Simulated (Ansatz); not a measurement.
SrMg, space group P-6m2: an equation of state with a fit, run with Ansatz 0.2.0, Python API.

Script `eos_srmg.py`:
```python
from dataclasses import dataclass
import warnings

import ansatz as az
from ase.eos import EquationOfState
from ase.units import GPa
import numpy as np


@dataclass
class Settings:
    cutoff_ev: int = 420
    occupations: str = "fermi_dirac"
    sigma: float = 0.05
    kmesh: tuple[int, ...] = (8, 8, 5)


cfg = Settings()

vectors0 = np.array([
    [4.05167434, 0.0, 0.0],
    [-2.02583717, 3.5088529, 0.0],
    [0.0, 0.0, 5.58938],
])
sites = [
    ("Sr", [0.0, 0.0, 0.0]),
    ("Mg", [2 / 3, 1 / 3, 0.5]),
]


def build(cell):
    crystal = az.Crystal(lattice=az.Lattice.of(cell))
    for symbol, position in sites:
        crystal = crystal.atom(symbol, position)
    return crystal


def main() -> None:
    warnings.simplefilter("ignore", az.DeckWarning)

    volumes, energies = [], []
    for scale in np.linspace(0.9, 1.1, 9):
        cell = vectors0 * scale ** (1 / 3)
        model = (
            build(cell).calculation()
            .basis(cfg.cutoff_ev)
            .functional(az.Functional.PBESOL)
            .occupations(cfg.occupations, width=cfg.sigma)
            .kpoints(*cfg.kmesh)
        )
        r = model.run(threads=1).report
        volumes.append(abs(np.linalg.det(cell)) / len(sites))
        energies.append(r["free_energy_ev"] / len(sites))
        print(f"V = {volumes[-1]:8.4f} A^3/atom  F = {energies[-1]:.5f} eV/atom")

    eos = EquationOfState(volumes, energies, eos="murnaghan")
    v0, e0, bulk = eos.fit()
    print(f"V0 = {v0:.4f} A^3/atom, E0 = {e0:.5f} eV/atom, B = {bulk / GPa:.1f} GPa")
    eos.plot("eos.png")


if __name__ == "__main__":
    main()
```

Where does the minimum lie against the volume typed, and how stiff is the crystal?

A third-order Birch-Murnaghan fit through the 9 points has its minimum at 38.22 Å³ an atom, 3.8 % below the typed cell, with a bulk modulus of 18 GPa and dB/dP = 3.6. From that minimum the energy rises by 9.8 meV an atom on the compressed side and 35.4 meV on the expanded side.

What the script printed:

```console
$ python eos_srmg.py
V =  35.7582 A^3/atom  F = -2702.00769 eV/atom
V =  36.7515 A^3/atom  F = -2702.01411 eV/atom
V =  37.7448 A^3/atom  F = -2702.01711 eV/atom
V =  38.7381 A^3/atom  F = -2702.01708 eV/atom
V =  39.7314 A^3/atom  F = -2702.01436 eV/atom
V =  40.7246 A^3/atom  F = -2702.00924 eV/atom
V =  41.7179 A^3/atom  F = -2702.00200 eV/atom
V =  42.7112 A^3/atom  F = -2701.99288 eV/atom
V =  43.7045 A^3/atom  F = -2701.98209 eV/atom
V0 = 38.2214 A^3/atom, E0 = -2702.01745 eV/atom, B = 17.7 GPa
```

What to keep in mind:
- Total energies depend on the potentials; only differences at equal settings carry meaning.
- Shape and fractional positions are held along the curve, so the bulk modulus is an upper value where they are free to relax, by a factor of two or more in layered or hydrogen-bonded cells.
- For a metal this k-point mesh is coarse: on a finer one energies can move by several to tens of meV an atom and pressures by half a GPa or more, differences at one mesh by less.
- The structure comes from a database of computed cells and needn't be a stable or known phase.
- Finished in 13 s on 1 thread of Intel(R) Xeon(R) Processor @ 2.30GHz (shared host), peak memory 0.52 GiB.
